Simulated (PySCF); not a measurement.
# Ways to converge the SCF of AsI (triplet)

Do solver options change the result for AsI (triplet), or only the number of cycles?

Computed with PySCF 2.14.0. Level: each script names its method and basis.

8 further runs of the same task are left out: 2 for a known fault of the program, 6 that didn't finish.

### Step 1. Starting geometry

AsI (triplet): 2 atoms, charge 0, spin multiplicity 3.

Bond lengths: As1–I2 2.485 Å.

### Step 2. Base script

input.py

```python
from pyscf import gto, scf
from pyscf.geomopt.geometric_solver import optimize

mol = gto.M(
    atom='As 0 0 0; I 0 0 2.485',
    basis='sbkjc',
    ecp={'As': 'sbkjc', 'I': 'sbkjc'},
    charge=0,
    spin=2,
    symmetry=True,
    verbose=3,
)
mf = scf.ROHF(mol)
mf.kernel()
mol_eq = optimize(mf, maxsteps=30)
print('optimised geometry (angstrom)')
print(mol_eq.tostring('raw'))
print('orbital energies (hartree):', mf.mo_energy[..., max(0, mol.nelec[1]-3):mol.nelec[0]+3].round(4))
```

Command:

```bash
$ OMP_NUM_THREADS=1 python input.py
```

The log of this run is left out.

In short: at the starting geometry E(SCF) = -17.266418 Eh, optimised bond 2.627 Å in 5 steps; the optimisation lowers the energy by 0.113 eV.

The triplet is typed in the script; nothing here shows that it is the ground state.

### Step 3. Smearing width 0.2 hartree

Run 1 changes smearing width: none → 0.2 hartree; step after the SCF: optimize → none.

input.py

```python
from pyscf import gto, scf

mol = gto.M(
    atom='As 0 0 0; I 0 0 2.485',
    basis='sbkjc',
    ecp={'As': 'sbkjc', 'I': 'sbkjc'},
    charge=0,
    spin=2,
    symmetry=True,
    verbose=3,
)
mf = scf.ROHF(mol)
mf = scf.addons.smearing_(mf, sigma=0.2, method='fermi')
mf.kernel()
mf.dip_moment()
print('orbital energies (hartree):', mf.mo_energy[..., max(0, mol.nelec[1]-3):mol.nelec[0]+3].round(4))
```

Command:

```bash
$ OMP_NUM_THREADS=1 python input.py
```

### Step 4. Second-order solver on

Run 2 changes second-order solver: off → on.

Changes to input.py since step 2:

```diff
@@ -13,2 +13,3 @@
 mf = scf.ROHF(mol)
+mf = mf.newton()
 mf.kernel()
```

### Step 5. Smearing width 0.01 hartree

Run 3 changes smearing width: none → 0.01 hartree; step after the SCF: optimize → none.

input.py

```python
from pyscf import gto, scf

mol = gto.M(
    atom='As 0 0 0; I 0 0 2.485',
    basis='sbkjc',
    ecp={'As': 'sbkjc', 'I': 'sbkjc'},
    charge=0,
    spin=2,
    symmetry=True,
    verbose=3,
)
mf = scf.ROHF(mol)
mf = scf.addons.smearing_(mf, sigma=0.01, method='fermi')
mf.kernel()
mf.dip_moment()
print('orbital energies (hartree):', mf.mo_energy[..., max(0, mol.nelec[1]-3):mol.nelec[0]+3].round(4))
```

Before running it: what results should come out? Wanted: for each run, E(SCF); from base; SCF dipole; after the SCF.

As calculated:

| run | E(SCF) (hartree) | from base (eV) | SCF dipole (D) | after the SCF |
| --- | --- | --- | --- | --- |
| base | -17.266418 | 0 | n/a | bond 2.627 Å, -0.113 eV |
| smearing width 0.2 hartree (poor choice) | -16.035562 | not comparable | 2.69 | n/a |
| second-order solver on | -17.266418 | 0.0000 | n/a | bond 2.627 Å, -0.113 eV |
| smearing width 0.01 hartree (poor choice) | -17.078217 | not comparable | 0.57 | n/a |

SCF columns refer to the geometry typed in the script.

**Reading.** The SCF energy stays the same, to the digits that matter, with second-order solver on. Rows marked «poor choice» come from settings spoiled on purpose.
